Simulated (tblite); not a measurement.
# C8H21ClSSi2: the cost of one run

Computed with tblite 0.8.0 (tight binding) and PySCF 2.14.0 (DFT, with response routines of our own); each step states its level. Atoms count from 0 throughout.

## 1. The starting structure

33 atoms, charge 0, multiplicity 1; geometry from: MMFF94s geometry.

Bonds of the start (Å): C0–C1 1.53, C0–H12 1.09, C0–H13 1.10, C0–H14 1.09, C10–H30 1.09, C10–H31 1.09, C10–H32 1.09, C1–C2 1.51, C1–H15 1.12, C1–H16 1.10, C2–C3 1.53, C2–H17 1.10, C2–H18 1.10, C3–H19 1.10, C3–H20 1.09, C3–S4 1.80, C6–H21 1.09, C6–H22 1.09, C6–H23 1.09, C7–H24 1.09, C7–H25 1.08, C7–H26 1.09, C9–H27 1.10, C9–H28 1.09 and more.

## 2. GFN2-xTB relaxation, conformer 1

The job: settings as JSON, then the geometry in Å.

```
{"job": {"xc": "GFN2-xTB", "basis": "xTB", "kind": "relax"}, "charge": 0, "multiplicity": 1}
C      4.942800    -0.878100     0.257800
C      3.536300    -1.471600     0.349700
C      2.592000    -0.846200    -0.647600
C      1.187800    -1.449900    -0.546900
S      0.049200    -0.712200    -1.735600
Si    -1.025400     0.833900    -0.682900
C     -1.924900     1.857300    -1.943400
C      0.171300     1.866400     0.303700
Si    -2.601300    -0.084200     0.765600
C     -3.607500     1.299700     1.493700
C     -3.658300    -1.285400    -0.170800
Cl    -1.665900    -1.074600     2.299000
H      5.597000    -1.340800     0.999300
H      4.916600     0.200300     0.454800
H      5.354800    -1.023700    -0.736300
H      3.156800    -1.328300     1.388900
H      3.603500    -2.553800     0.191100
H      2.976400    -0.997400    -1.664000
H      2.541000     0.241600    -0.468500
H      0.805700    -1.359200     0.485600
H      1.238800    -2.522200    -0.756800
H     -2.636200     1.251100    -2.510900
H     -1.222000     2.317300    -2.637200
H     -2.492700     2.657900    -1.464400
H      0.681400     1.276200     1.067200
H      0.918600     2.306200    -0.340400
H     -0.349100     2.685900     0.809700
H     -2.972400     2.007800     2.042000
H     -4.353600     0.918700     2.185100
H     -4.129200     1.861800     0.718700
H     -4.414100    -1.721600     0.478700
H     -3.061900    -2.103000    -0.576300
H     -4.172200    -0.798000    -1.005300
```

The run is started by

```bash
OMP_NUM_THREADS=1 python ens_run.py task.json out
```

The driver reads the study from task.json and runs its stages one after another.

**Question.** How long does this first job take on 1 thread of AMD EPYC 7R43, shared host?

About 21 s.
